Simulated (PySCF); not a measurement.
# Cl3H3HfOSi: the cost of one run

Computed with PySCF 2.14.0; each step states its level. No surroundings beyond the atoms listed, unless a continuum is named. Atoms count from 0, parts from 1.

## 1. The system as given

Each species was relaxed by itself at PBE0-D3(BJ)/def2-SVP.

## 2. Energies of the species: wB97M-D3(BJ)/def2-TZVP

What the job is given:

```
{"job": {"kind": "react", "xc": "wB97M-D3(BJ)", "basis": "def2-TZVP"}, "charge": 0, "multiplicity": 1}
-1 H4OSi charge 0 multiplicity 1
Si    -0.413810     0.021200     0.013520
O      1.166200     0.536450    -0.089300
H     -1.256330     1.245600    -0.045010
H     -0.682450    -0.708050     1.293560
H     -0.780170    -0.890330    -1.116730
H      1.847510    -0.140960    -0.067720

-1 Cl4Hf charge 0 multiplicity 1
Cl     0.305010     1.284420    -1.919600
Hf    -0.000630     0.000780    -0.002100
Cl    -0.218920    -2.239510    -0.591340
Cl    -1.920850     0.704010     1.107950
Cl     1.835450     0.250270     1.405120

+1 Cl3H3HfOSi charge 0 multiplicity 1
Si     0.040820     1.250670    -1.381570
O      0.051280     0.134930    -0.127630
Hf    -0.023110    -1.149290     1.275240
Cl    -0.242990    -3.272130     0.308880
Cl    -1.887540    -0.643410     2.599860
Cl     1.949000    -1.020720     2.536140
H      1.412780     1.336020    -1.955340
H     -0.375370     2.573360    -0.837160
H     -0.924990     0.790520    -2.418580

+1 ClH charge 0 multiplicity 1
Cl     0.642920     0.008340     0.003130
H     -0.642020    -0.007490    -0.002500
```

With the program's defaults for keys left out, this is: wB97M-D3(BJ)/def2-TZVP reaction energy of separated species, gas phase.

Run with:

```console
$ OMP_NUM_THREADS=1 python cluster_run.py task.json out
```

The driver reads the jobs from task.json and runs them one after another.

**Question.** How long does this first job take on 1 thread of Arm Neoverse N1, shared host, and how much memory does it need?

About 77 s, with a peak of 0.84 GiB.
